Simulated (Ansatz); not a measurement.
# CH5BO2: the cost of one run

Method: RKS BLYP-D4/def2-SVP, in Ansatz 0.2.0.

## (1) The structure to begin with

Bond lengths: B1–C2 1.581 Å, C2–O3 1.385 Å, C2–O4 1.399 Å, B1–H5 1.200 Å, B1–H6 1.210 Å, C2–H7 1.086 Å, O3–H8 0.940 Å, O4–H9 1.058 Å. Angles: B1–C2–O3 107.1°, B1–C2–O4 107.0°, B1–C2–H7 109.3°, O3–C2–O4 109.6°, O3–C2–H7 109.5°, O4–C2–H7 114.1°, C2–B1–H5 120.4°, C2–B1–H6 120.7°, H5–B1–H6 118.1°, C2–O3–H8 109.4°, C2–O4–H9 105.6°.

Coordinates:

```xyz
9

B     0.6548    0.9212   -0.7682
C    -0.2214   -0.1300    0.0234
O     0.4197   -1.3530   -0.0796
O    -0.2421    0.2788    1.3617
H     0.8001    0.8184   -1.9550
H     1.0257    1.9420   -0.2343
H    -1.2034   -0.1961   -0.4345
H    -0.1452   -2.0295    0.2465
H    -0.9997   -0.2980    1.8229
```

## (2) Relaxing the start

The input, input.yaml:

```yaml
crystal:
  periodic: [false, false, false]
  atoms:
    - { symbol: B, position_ang: [0.6548, 0.9212, -0.7682] }
    - { symbol: C, position_ang: [-0.2214, -0.13, 0.0234] }
    - { symbol: O, position_ang: [0.4197, -1.353, -0.0796] }
    - { symbol: O, position_ang: [-0.2421, 0.2788, 1.3617] }
    - { symbol: H, position_ang: [0.8001, 0.8184, -1.955] }
    - { symbol: H, position_ang: [1.0257, 1.942, -0.2343] }
    - { symbol: H, position_ang: [-1.2034, -0.1961, -0.4345] }
    - { symbol: H, position_ang: [-0.1452, -2.0295, 0.2465] }
    - { symbol: H, position_ang: [-0.9997, -0.298, 1.8229] }
basis:
  gaussian: { orbitals: def2-SVP }
hamiltonian:
  xc: blyp
  dispersion: d4
relax:
  f_tol: 0.02
  max_steps: 40
scf:
  lower_state_search: "off"
```

The run is started by

```bash
$ ansatz run input.yaml --threads 1 --pin off --max-ram 2048MiB --backend cpu --events-out ev --progress --plain --runs-dir out
```

Q: Estimate wall time and peak memory on 1 thread of AMD EPYC 9R45 (Zen 5), shared host.

About 14 s, with a peak of 0.13 GiB.
